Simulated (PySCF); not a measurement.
# [NdH4]−: other functionals and bases at one geometry

How far do other levels of theory move the description of [NdH4]−, and what does each cost? It is a constructed species; whether it can be made isn't addressed.

Method: several levels, as the steps say, no spin–orbit coupling; program: PySCF 2.14.0.

1 further run of the same task is left out (for a known fault of the program).

## 1. Where the work starts

5 atoms, charge -1, spin multiplicity 1.

Bond lengths: Nd1–H2 2.150 Å, Nd1–H3 2.150 Å, Nd1–H4 2.150 Å, Nd1–H5 2.150 Å. Angles: H2–Nd1–H3 109.5°, H2–Nd1–H4 109.5°, H2–Nd1–H5 109.5°, H3–Nd1–H4 109.5°, H3–Nd1–H5 109.5°, H4–Nd1–H5 109.5°.

As a file:

```xyz
5
charge -1, multiplicity 1
Nd    0.0000    0.0000    0.0000
H     1.2413    1.2413    1.2413
H    -1.2413   -1.2413    1.2413
H     1.2413   -1.2413   -1.2413
H    -1.2413    1.2413   -1.2413
```

Formal oxidation states: Nd +3. Each metal's 3 4f electrons lie in its core potential, so multiplicities, spins and levels count the valence alone. An earlier session relaxed this geometry at PBE0, Nd lcecp-1-SVP with ECP49, H def2-SVP (singlet, point group Td).

At PBE0 on the finer grid: E = -36.261795 Eh, HOMO -2.03 eV, LUMO 3.77 eV, Mulliken charge on Nd1 +0.25 e, largest force component 0.002 eV/Å. 

Levels to run: TPSSh; BLYP; PBE0, TZVP. Hardware: 2 threads of Arm Neoverse V1, shared host.

## 2. TPSSh

File run.py (the lines that set the calculation):

```python
mol = gto.M(atom='''
Nd     0.00000     0.00000     0.00000
H      1.24133     1.24133     1.24133
H     -1.24133    -1.24133     1.24133
H      1.24133    -1.24133    -1.24133
H     -1.24133     1.24133    -1.24133''',
    basis={'Nd': 'lcecp-1-SVP', 'H': 'def2-SVP'},
    ecp={'Nd': 'lcecp-1-SVP'},
    charge=-1, spin=0)
mf = dft.RKS(mol, xc='TPSSH')
mf.grids.atom_grid = (75, 302)  # f atoms: unpruned, at least (60, 302)
mf = mf.density_fit()  # fitting sets: Nd AutoAux, H def2-universal-JKFIT
mf.conv_tol = 1e-08; mf.max_cycle = 55
mf.kernel(dm0)  # dm0: the density of the relaxed state
```

Launch:

```console
OMP_NUM_THREADS=2 python run.py
```

## 3. BLYP

run.py (the lines that set the calculation): that of step 2 with these lines changed.

```diff
@@ -9,3 +9,3 @@
     charge=-1, spin=0)
-mf = dft.RKS(mol, xc='TPSSH')
+mf = dft.RKS(mol, xc='BLYP')
 mf.grids.atom_grid = (75, 302)  # f atoms: unpruned, at least (60, 302)
```

## 4. PBE0, TZVP

Basis: Nd lcecp-1-TZVP with ECP49, H def2-TZVP. 

File run.py (the lines that set the calculation):

```python
mol = gto.M(atom='''
Nd     0.00000     0.00000     0.00000
H      1.24133     1.24133     1.24133
H     -1.24133    -1.24133     1.24133
H      1.24133    -1.24133    -1.24133
H     -1.24133     1.24133    -1.24133''',
    basis={'Nd': 'lcecp-1-TZVP', 'H': 'def2-TZVP'},
    ecp={'Nd': 'lcecp-1-TZVP'},
    charge=-1, spin=0)
mf = dft.RKS(mol, xc='PBE0')
mf.grids.atom_grid = (75, 302)  # f atoms: unpruned, at least (60, 302)
mf = mf.density_fit()  # fitting sets: Nd AutoAux, H def2-universal-JKFIT
mf.conv_tol = 1e-08; mf.max_cycle = 55
mf.kernel(dm0)  # dm0: free metal ions and neutral atoms
```

What does the calculation give? Wanted: for each run, HOMO; gap; charge on Nd1; dipole; largest force.

As calculated:

| level | state | HOMO (eV) | gap (eV) | charge on Nd1 (e) | dipole (D) | largest force (eV/Å) | basis functions | time |
| --- | --- | --- | --- | --- | --- | --- | --- | --- |
| PBE0 (relaxed here) | singlet | -2.03 | 5.80 | 0.25 | 0.00 | 0.00 | 53 | 6.3 s |
| TPSSh | singlet | -1.52 | 5.00 | 0.42 | 0.00 | 0.02 | 53 | 3.1 s |
| BLYP | singlet | -0.73 | 3.81 | 0.01 | 0.00 | 0.05 | 53 | 1.6 s |
| PBE0, TZVP | singlet | -2.11 | 5.83 | 0.63 | 0.00 | 0.00 | 71 | 3.3 s |

Times are on 2 threads of Arm Neoverse V1, shared host; the first row also made further properties. The dipole of a charged species depends on the origin, so these sizes hold for this origin alone.

In one basis the HOMO–LUMO gap runs from 3.81 eV (BLYP) to 5.80 eV (PBE0). The largest leftover force, 0.05 eV/Å with BLYP, stands at a geometry relaxed at another level. The Mulliken charge on Nd spans +0.01 to +0.63 e over the levels. With 4f in the core, its levels are missing from HOMO and gap. Total energies of different levels can't be compared. Spin–orbit coupling is left out throughout.
